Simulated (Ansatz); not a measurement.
# GaF (Pm-3m) in Ansatz: reference runs

Aim: a first look at GaF with PBE, on the cell as given and on a disturbed one.

All numbers are computed with Ansatz 0.2.0; they aren't measurements. Logs are shortened: lines on timing, memory, paths and dates and some standing lists are left out, and cuts for length are marked.

### Step 1. The structure

Symmetry: Pm-3m, No. 221, cubic system. The conventional cell has a = 3.166 Å, b = 3.166 Å, c = 3.166 Å, α = 90.00°, β = 90.00°, γ = 90.00°. Ga (site symmetry m-3m) is surrounded by 8 F at 2.74 Å. F (site symmetry m-3m) is surrounded by 8 Ga at 2.74 Å.

The cell was built by a generator and needn't be a form met in nature.

### Step 2. Single point, PBE

input.yaml reads:

```yaml
crystal:
  lattice:
    - [3.16592, 0.0, 0.0]
    - [0.0, 3.16592, 0.0]
    - [0.0, 0.0, 3.16592]
  atoms:
    - { symbol: Ga, position: [0.0, 0.0, 0.0] }
    - { symbol: F, position: [0.5, 0.5, 0.5] }
hamiltonian:
  xc: pbe
  pseudopotentials: { kind: paw }
kpoints:
  mp_grid: { grid: [8, 8, 8] }
scf:
  occupations: { method: fermi_dirac, width: 0.05 }
output:
  forces: true
  stress: true
  eigenvalues: true
```

Potentials or basis: Ansatz PAW.

The run is started by

```
> ansatz run input.yaml --threads 2 --pin off --max-ram 5632MiB --backend cpu --events-out ev --progress --plain --runs-dir out
```

Log:

```text
Warning: RAYON_NUM_THREADS=2 ignored (pool sized by the plan → 2); use --threads N
Engine: ansatz 0.2.0, x86_64-unknown-linux-gnu
Pseudopotentials: kind: paw
Pseudopotential: Ga, paw, valence charge 13, recommended cutoff 420 eV (normal), Ga.paw.azcp
Pseudopotential: F, paw, valence charge 7, recommended cutoff 420 eV (normal), F.paw.azcp
Functional definition: PBE
  parameter kappa = 0.804
  parameter beta = 0.06672455060314922
  exchange = pbe_x(kappa = kappa, mu = beta*pi^2/3)
  correlation = pbe_c(beta = beta)
Crystal: 2 atoms, lattice volume = 31.732 Å³
Basis set: ecut = 420 eV, 619 PW (Γ), exchange–correlation on 48×48×48 points (8 copies of the dense FFT grid, shifted against one another)
Bands: 14, of which v1, the nominal top of the filled ones, is band 10 counted from 1 (9 counted from 0)
Symmetry: 48 space group operations
Space group: Pm-3m (ITA 221), of the structure as read, at distance tolerance 3.2e-5 Å
k-points: 35 of 512
Non-local potential: Ga, projectors of the file, l = 0: 2, l = 1: 2, l = 2: 3, l = 3: 1
Non-local potential: F, projectors of the file, l = 0: 2, l = 1: 2, l = 2: 1
PAW form: soft (Blöchl's): semilocal exchange-correlation on the pseudo side does not see the compensation charge
PAW one-centre angular grid: Ga, 590 points (default); XC on 64 Gauss nodes
PAW one-centre angular grid: F, 110 points (default); XC on 64 Gauss nodes
Initial density: superposition of atomic densities (neutral atoms: chi_scale 0, normalization atom), corrected by the library's trained network
Initial wavefunctions: pseudopotential atomic-orbital guess
Functional: x = pbe(κ = 0.804, μ = 0.2195149727645171), c = pbe(β = 0.06672455060314922)
SCF iter   1: F=—  HF=-4591.295096 eV  |F-HF|=—  |Δ(HF+E_count)|=         —  Δρ=1.00e-3  dr2=1.93e-4  ethr=1.77e-3  ⟨swp⟩=5.7  Hψ=2425  notcnv=0
preconditioner: auto → none  [insulator: Δε(μ)=0.336 eV  Ē_g=17.717 eV  σ=0.050 eV  W_gap=0.92  n_scr=6 (ndim 8)  ℏωp=29.5 eV  f_vac=0.000  D(μ)=0.01/eV (n_scr^D=0)  ε∞_Penn≈3.8]
SCF iter   2: F=—  HF=-4591.295111 eV  |F-HF|=—  |Δ(HF+E_count)|=   1.56e-5  Δρ=7.28e-4  dr2=4.83e-5  ethr=9.67e-7  ⟨swp⟩=2.1  Hψ=1106  notcnv=0
SCF iter   3: F=—  HF=-4591.295176 eV  |F-HF|=—  |Δ(HF+E_count)|=   6.47e-5  Δρ=2.19e-4  dr2=7.36e-6  ethr=2.41e-7  ⟨swp⟩=2.0  Hψ=793  notcnv=0
SCF iter   4: F=—  HF=-4591.295201 eV  |F-HF|=—  |Δ(HF+E_count)|=   2.53e-5  Δρ=4.25e-5  dr2=5.54e-7  ethr=3.68e-8  ⟨swp⟩=2.0  Hψ=804  notcnv=0
iter 5 did not close the SCF: its close was put off for the readings that it lacked (scf_convergence_deferred on its scf_iter line)
SCF iter   5: F=-4591.295201 eV  HF=-4591.295201 eV  |F-HF|=2.60e-8  |Δ(HF+E_count)|=   4.18e-9  Δρ=1.44e-5  dr2=2.97e-8  ethr=2.77e-9  ⟨swp⟩=2.0  Hψ=805  notcnv=0
SCF iter   6: F=-4591.295201 eV  HF=-4591.295201 eV  |F-HF|=2.16e-10  |Δ(HF+E_count)|=   1.31e-8  Δρ=1.03e-6  dr2=2.22e-10  ethr=1.49e-10  ⟨swp⟩=1.9  Hψ=1636  notcnv=0
SCF 1 converged in 6 iterations: F = -4591.295201 eV  dr2 = 2.22e-10
SCF converged after 6 iterations
Free energy (F): -4591.295201 eV
Harris-Foulkes:  -4591.295201 eV  (|F-HF|=2.16e-10)
Internal energy: -4591.295105 eV  (E = F + TS)
E sigma→0 (E₀):  -4591.295153 eV
Entropy (-TS):   -0.000097 eV (-0.048 meV/atom)
Fermi energy:    6.008353 eV
--- Per-component energies (eV) ---
  E_band       = -98.838541
  E_kinetic    = 317.805612
  E_local      = -2380.464456  (includes V_loc(G=0)·N_el)
  E_nonlocal   = 493.172575
  E_hartree    = 1047.173475
  E_xc         = -149.057603
  E_vxc        = -159.697772  (∫ρ·V_xc dr)
  E_paw        = -2181.366191  (= ΣΔE_a)
  E_vpaw       = -464.003576  (= ΣTr[D̂ρ^β])
  E_aug_tail   = 0.001998  (compensation charges beyond the density's cutoff)
  E_ewald      = -1738.560515
  E_smearing   = -0.000097  (= −TS)
  E_closure    = 0.000000  (closes the sum)
  Σ components = -4591.295201   (vs F -4591.295201, Δ=0.00e0)
--- Forces (eV/Å), atoms counted from 1 ---
  atom   1  Ga    -0.00000000     0.00000000     0.00000000
  atom   2  F      0.00000000     0.00000000     0.00000000
  max |Σ_I F_I| component: 3.37e-29 eV/Å
--- Stress (GPa, compression-positive) ---
        0.047895       0.000000      -0.000000
        0.000000       0.047895       0.000000
       -0.000000       0.000000       0.047895
  P = ⅓ Tr σ = 0.0479 GPa (0.479 kbar)
--- Band table (eV; the first three rows and the last of 35) ---
  k-point 0: bands = ["-16.3805", "-8.4641", "-8.4641", "-8.2968", "-8.2968", "-8.2968", "-0.2085", "2.4135", "2.4135", "2.4135", "14.1895", "14.1895", "14.1895", "15.6215"]
  k-point 1: bands = ["-16.3594", "-8.4627", "-8.4466", "-8.3038", "-8.3038", "-8.2962", "-0.3295", "2.4524", "2.4524", "2.6139", "12.1387", "14.2125", "14.2125", "15.8316"]
  k-point 2: bands = ["-16.3078", "-8.4593", "-8.4052", "-8.3208", "-8.3208", "-8.2948", "-0.6039", "2.5474", "2.5474", "3.1992", "9.6853", "14.2649", "14.2649", "16.4577"]
  k-point 34: bands = ["-16.0270", "-8.4058", "-8.4058", "-8.4058", "-8.2563", "-8.2563", "1.8528", "1.8528", "1.8528", "5.8672", "8.2113", "8.2113", "8.2113", "17.7815"]
```

It took 1.6 s on 2 threads of Intel Xeon at 2.50GHz (Skylake/Cascade Lake), shared host; peak memory 0.31 GiB.

Results:

```yaml
Free_energy: -4591.2952 eV
Pressure: 0.0 GPa
Band_gap_on_the_k_mesh: 0.34 eV, indirect (least direct gap 1.13 eV)
```

Caveat: the pressure holds a Pulay correction of +0.4 GPa for the finite cutoff. Expect the measured gap to be larger: semilocal functionals such as PBE lack the derivative discontinuity.

### Step 3. Single point, PBE (atoms moved at random, drawn with an rms of 0.05 Å)

Edit input.yaml of step 2 so:

```diff
@@ -6,4 +6,4 @@
   atoms:
-    - { symbol: Ga, position: [0.0, 0.0, 0.0] }
-    - { symbol: F, position: [0.5, 0.5, 0.5] }
+    - { symbol: Ga, position: [-0.001268, 0.005753, 0.000772] }
+    - { symbol: F, position: [0.482838, 0.486411, 0.494593] }
 hamiltonian:
```

Potentials or basis: Ansatz PAW.

The run is started by

```
> ansatz run input.yaml --threads 2 --pin off --max-ram 5632MiB --backend cpu --events-out ev --progress --plain --runs-dir out
```

Wall time 8.8 s (2 threads of Intel Xeon at 2.50GHz (Skylake/Cascade Lake), shared host); peak memory 0.44 GiB.

Results (log left out):

* Free energy: -4591.2986 eV
* Pressure: 0.1 GPa
* Largest force: 0.083 eV/Å
* Band gap on the k mesh: 0.35 eV, indirect (least direct gap 1.14 eV)

Forces on the atoms (eV/Å):
```
Ga   0.051  0.062  0.020
F   -0.051 -0.062 -0.020
```

Levels at points of the mesh, in eV from the valence-band top:
```tsv
k point	band 7	band 8	band 9	band 10	band 11	band 12	band 13	band 14
(0.00, 0.00, 0.00)	-6.07	-3.47	-3.46	-3.46	8.27	8.31	8.33	9.78
(0.00, 0.00, -0.50)	-6.84	-3.20	-3.19	-0.79	0.35	8.47	8.48	12.48
(0.00, -0.50, 0.00)	-6.83	-3.20	-3.19	-0.80	0.35	8.47	8.48	12.48
(0.00, -0.50, -0.50)	-4.90	-4.88	-3.10	-2.62	3.44	3.44	9.14	10.34
(-0.50, 0.00, 0.00)	-6.83	-3.20	-3.19	-0.80	0.35	8.47	8.48	12.48
(-0.50, 0.00, -0.50)	-4.89	-4.88	-3.10	-2.63	3.44	3.44	9.14	10.34
(-0.50, -0.50, 0.00)	-4.90	-4.88	-3.10	-2.61	3.43	3.44	9.13	10.34
(-0.50, -0.50, -0.50)	-4.04	-4.03	-4.02	0.00	2.34	2.36	2.37	11.90
```

Caveat: the pressure holds a Pulay correction of +0.4 GPa for the finite cutoff.
